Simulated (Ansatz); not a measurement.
The same calculation of Na₂LiScF₆, space group Fm-3m as a Python script and as an input file (Ansatz 0.2.0 through its Python package).

`run_report.py`
```python
"""Electronic structure of Na2LiScF6, looked at from several sides."""

import sys

import ansatz as az
import numpy as np
from pymatgen.core import Structure
from pymatgen.symmetry.analyzer import SpacegroupAnalyzer

na2liscf6 = (
    az.Lattice.of([0.0, 4.01745, 4.01745], [4.01745, 0.0, 4.01745], [4.01745, 4.01745, 0.0])
    .atom("Na", [0.25, 0.25, 0.25])
    .atom("Na", [0.75, 0.75, 0.75])
    .atom("Li", [0.5, 0.5, 0.5])
    .atom("Sc", [0.0, 0.0, 0.0])
    .atom("F", [0.250423, 0.250423, 0.749577])
    .atom("F", [0.250423, 0.749577, 0.749577])
    .atom("F", [0.749577, 0.749577, 0.250423])
    .atom("F", [0.250423, 0.749577, 0.250423])
    .atom("F", [0.749577, 0.250423, 0.749577])
    .atom("F", [0.749577, 0.250423, 0.250423])
)

model = (
    na2liscf6.calculation()
    .occupations("Fixed")
    .functional("pbesol")
    .kpoints(4)
    .basis(38 * az.Ry)
    .compute(stress=True)
)
try:
    done = model.run(threads=1)
except az.NonConvergedError as error:
    sys.exit(f"no convergence: {error}")
except az.RefusalError as error:
    sys.exit(f"input refused: {error}")
summary = done.report

n_atoms = len(summary["lattice"]["sites"])
print("F =", round(summary["free_energy_ev"], 4), "eV for", n_atoms, "atoms")
print("E(sigma -> 0) =", round(summary["energy_sigma0_ev"], 4), "eV, TS =", round(summary["entropy_ts_ev"], 5), "eV")
print("closed by", summary["closed_by"], "after", summary["n_iterations"], "iterations")

for term in (az.EnergyTerm.SMEARING, az.EnergyTerm.DISPERSION):
    print(f"F without {term.name.lower()}: {az.free_energy_without(summary, term):.5f} eV")

# principal values and the von Mises stress of the deviator
principal = np.linalg.eigvalsh(np.array(summary["stress_gpa"]))
mises = np.sqrt(0.5 * sum((principal[i] - principal[i - 1]) ** 2 for i in range(3)))
print("principal stresses (GPa, compression positive):", np.round(principal, 3))
print(f"mean {principal.mean():.3f} GPa, von Mises {mises:.3f} GPa, PV = {principal.mean() * summary['setup']['cell_volume_ang3'] / 160.21766:.4f} eV")

final = Structure(done.lattice.cell_ang, [s.symbol for s in done.lattice.sites], [s.position_frac for s in done.lattice.sites])
analyser = SpacegroupAnalyzer(final, symprec=0.01)
standard = analyser.get_conventional_standard_structure()
print(analyser.get_crystal_system(), analyser.get_space_group_symbol(), len(standard), "atoms in the conventional cell")
print("a b c (A):", [round(x, 4) for x in standard.lattice.abc], " angles:", [round(x, 2) for x in standard.lattice.angles])
print(f"mass density {float(final.density):.3f} g/cm^3")

# count neighbours out to a fixed multiple of the shortest distance
for index, (site, neighbours) in enumerate(zip(final, final.get_all_neighbors(5.5))):
    first = min(n.nn_distance for n in neighbours)
    shell = [n for n in neighbours if n.nn_distance < 1.1 * first]
    mean = sum(n.nn_distance for n in shell) / len(shell)
    print(f"atom {index} {site.specie.symbol}: {len(shell)} neighbours within 1.1 of the shortest distance, mean {mean:.3f} A")
```

```console
$ python run_report.py
F = -10084.2689 eV for 10 atoms
E(sigma -> 0) = -10084.2689 eV, TS = 0.0 eV
closed by deck_thresholds after 7 iterations
F without smearing: -10084.26887 eV
F without dispersion: -10084.26887 eV
principal stresses (GPa, compression positive): [-2.846 -2.846 -2.846]
mean -2.846 GPa, von Mises 0.000 GPa, PV = -2.3038 eV
cubic Fm-3m 40 atoms in the conventional cell
a b c (A): [8.0349, 8.0349, 8.0349]  angles: [90.0, 90.0, 90.0]
mass density 2.713 g/cm^3
atom 0 Na: 12 neighbours within 1.1 of the shortest distance, mean 2.841 A
atom 1 Na: 12 neighbours within 1.1 of the shortest distance, mean 2.841 A
atom 2 Li: 6 neighbours within 1.1 of the shortest distance, mean 2.005 A
atom 3 Sc: 6 neighbours within 1.1 of the shortest distance, mean 2.012 A
atom 4 F: 2 neighbours within 1.1 of the shortest distance, mean 2.009 A
atom 5 F: 2 neighbours within 1.1 of the shortest distance, mean 2.009 A
atom 6 F: 2 neighbours within 1.1 of the shortest distance, mean 2.009 A
atom 7 F: 2 neighbours within 1.1 of the shortest distance, mean 2.009 A
atom 8 F: 2 neighbours within 1.1 of the shortest distance, mean 2.009 A
atom 9 F: 2 neighbours within 1.1 of the shortest distance, mean 2.009 A
```

`input.yaml`:
```yaml
crystal:
  lattice:
    - [0.0, 4.01745, 4.01745]
    - [4.01745, 0.0, 4.01745]
    - [4.01745, 4.01745, 0.0]
  atoms:
    - { symbol: Na, position: [0.25, 0.25, 0.25] }
    - { symbol: Na, position: [0.75, 0.75, 0.75] }
    - { symbol: Li, position: [0.5, 0.5, 0.5] }
    - { symbol: Sc, position: [0.0, 0.0, 0.0] }
    - { symbol: F, position: [0.250423, 0.250423, 0.749577] }
    - { symbol: F, position: [0.250423, 0.749577, 0.749577] }
    - { symbol: F, position: [0.749577, 0.749577, 0.250423] }
    - { symbol: F, position: [0.250423, 0.749577, 0.250423] }
    - { symbol: F, position: [0.749577, 0.250423, 0.749577] }
    - { symbol: F, position: [0.749577, 0.250423, 0.250423] }
basis:
  ecutwfc: 517.016338673772
kpoints:
  mp_grid:
    grid: [4, 4, 4]
hamiltonian:
  xc: pbesol
scf:
  occupations:
    method: fixed
output:
  stress: true
```

Caveats:
- Absolute energies stand on the zero of these potentials, so only differences at equal settings mean something. A total without «per atom» is that of the cell as typed.
- Spin is left out of this run.
- The structure comes from a database of computed cells and needn't be a stable or known phase.
- It ran for 4.4 s on 1 thread of Arm Neoverse V1, with other jobs on the host, peak memory 0.53 GiB.

(Lines on the test bed's own set-up are left out of the output.)
